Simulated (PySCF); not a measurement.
# C6H8Ge (phenylgermane): the cost of one run

Computed with PySCF 2.14.0 and routines of our own; the level stands in each step. Atoms count from 0.

### Step 1. The starting structure

15 atoms, charge 0, multiplicity 1; geometry from: GFN2-xTB.

### Step 2. Geometry optimisation at PBE0-D3(BJ)/def2-SVP

What the job is given:

```
{"job": {"xc": "PBE0", "basis": "def2-SVP", "d3": "d3bj", "grid": 1, "maxiter": 30, "shake": 0.01, "kind": "geom"}, "charge": 0, "multiplicity": 1}
Ge     2.515340    -0.317970    -0.043790
C      0.552710    -0.056410    -0.014320
C     -0.297790    -1.162260     0.057420
C     -1.618450    -1.008020     0.089070
C     -2.212600     0.249850     0.029980
C     -1.392750     1.373380    -0.039420
C     -0.004610     1.210680    -0.062960
H      3.031090    -0.789930     1.256450
H      2.889380    -1.296220    -1.058800
H      3.184480     0.993380    -0.343310
H      0.149950    -2.153390     0.112740
H     -2.284200    -1.879530     0.158660
H     -3.311810     0.385960     0.049300
H     -1.838560     2.360730    -0.072440
H      0.622490     2.072370    -0.125820
```

Command:

```
OMP_NUM_THREADS=1 python heavy_run.py task.json out
```

This one command runs all jobs of the session in turn.

Q: Estimate the wall time and peak memory of this first job on 1 thread of Arm Neoverse N1, shared host.

About 2.2 min, with a peak of 0.62 GiB.
